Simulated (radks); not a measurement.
# Fractional charge and spin in the 4s shell of selenium

An exercise on one series of results from a longer session: the logs are not shown, and one member is left open.

The numbers are computed with radks (a radial shooting solver on a logarithmic mesh, Libxc functionals) version 1 (non-relativistic Kohn-Sham, r2SCAN, spin-polarised, spherical densities, point nucleus), except any that are marked as measured or tabulated.

**The atom as given**

| Quantity | Value |
| --- | --- |
| element | selenium (Z = 34) |
| configuration | [Ar] 3d10 4p(up 0.5, down 0.5) 4s(up 1, down 1) |

A shell typed twice in an input gives spin up, then spin down.

The first run:

Input:

```text
Z 34
configuration [Ar] 3d10 4p0.5 4p0.5 4s1 4s1
relativity non-relativistic
functional r2scan,r2scan
spin polarised
nucleus point
```

Run with:

```
$ python run_ks.py task.json out
```

This one command runs every case of the session in turn.

Among the steps run: 4s: up 1, down 1.

One table of the session follows, with a row left open; its other results are not shown here.

It belongs to the step «4s: up 1, down 1». Sizes of the orbitals, from the radial functions (bohr):

```
level      <r>  outermost maximum (interpolated)  90 % within  nodes
   1s  0.04500                            0.0297       0.0801      0
   2s   0.1998                             0.168        0.308      1
   2p        ?                                 ?            ?      ?
   3s   0.5834                             0.511        0.868      2
   3p   0.5929                             0.504        0.905      1
   3d   0.6232                             0.454         1.03      0
   4s    1.673                              1.48         2.44      3
   4p    1.882                              1.65         2.77      2
```

Estimate the missing values for 2p.

**Answer.** <r>: 0.1728; outermost maximum (interpolated): 0.133; 90 % within: 0.281; nodes: 0. In the column «<r>» it lies between 1s (0.04500) and 2s (0.1998).
